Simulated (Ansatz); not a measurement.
# Ta, space group Fm-3m: an equation of state with a fit

Program: Ansatz 0.2.0 through its Python package.

Run as a notebook:

**Cell 1**
```python
import ansatz as az
import numpy as np
from pymatgen.analysis.eos import EOS
```

**Cell 2**
```python
vectors0 = np.array([
    [0.0, 2.11, 2.11],
    [2.11, 0.0, 2.11],
    [2.11, 2.11, 0.0],
])
sites = [
    ('Ta', (0.0, 0.0, 0.0)),
]


def crystal_on(cell):
    crystal = az.Crystal(lattice=az.Lattice.of(cell))
    for symbol, position in sites:
        crystal = crystal.atom(symbol, position)
    return crystal
```

**Cell 3**
```python
volumes, energies, pressures = [], [], []
for scale in np.linspace(0.95, 1.07, 5):
    cell = vectors0 * scale ** (1 / 3)
    calculation = (
        crystal_on(cell).calculation()
        .functional('r2scan')
        .pseudopotentials('paw')
        .basis(530)
        .occupations(az.OccupationsMethod.FERMI_DIRAC, width=0.1)
        .kpoints(12, 12, 12)
        .stress()
    )
    summary = calculation.run(threads=1, backend='cpu').report
    volumes.append(abs(np.linalg.det(cell)) / len(sites))
    energies.append(summary['free_energy_ev'] / len(sites))
    pressures.append(np.trace(summary['stress_gpa']) / 3)
    print(f'V = {volumes[-1]:8.4f} A^3/atom  F = {energies[-1]:.5f} eV/atom  P = {pressures[-1]:8.3f} GPa')

for form in ['vinet', 'pourier_tarantola']:
    fit = EOS(eos_name=form).fit(volumes, energies)
    print(f'{form:18s} V0 {fit.v0:8.4f} A^3/atom  B0 {fit.b0_GPa:7.1f} GPa  B1 {fit.b1:5.2f}')
```
Output:
```text
V =  17.8485 A^3/atom  F = -9944.07381 eV/atom  P =    9.272 GPa
V =  18.4121 A^3/atom  F = -9944.09412 eV/atom  P =    2.440 GPa
V =  18.9757 A^3/atom  F = -9944.09204 eV/atom  P =   -3.482 GPa
V =  19.5394 A^3/atom  F = -9944.07052 eV/atom  P =   -8.635 GPa
V =  20.1030 A^3/atom  F = -9944.03205 eV/atom  P =  -13.129 GPa
vinet              V0  18.6351 A^3/atom  B0   198.7 GPa  B1  3.61
pourier_tarantola  V0  18.6352 A^3/atom  B0   198.7 GPa  B1  3.60
```

A third-order Birch-Murnaghan fit through the 5 points (the script's own form differs a little) has its minimum at 18.64 Å³ an atom, 0.8 % below the typed cell, with a bulk modulus of 199 GPa and dB/dP = 3.6. From that minimum the energy rises by 22.0 meV an atom on the compressed side and 63.8 meV on the expanded side.

Notes:
- Total energies depend on the potentials; only differences at equal settings carry meaning.
- The mesh is modest for a metal, so energies can be off by several to tens of meV an atom and pressures by half a GPa or more; differences at equal mesh fare better.
- Pressure is positive in compression.
- Spin-orbit coupling, which matters for elements this heavy, is left out.
- This isn't the structure that Ta takes at ambient conditions.
- The whole script took 14 s on 1 thread of Arm Neoverse V1 (shared host), peak memory 0.5 GiB.
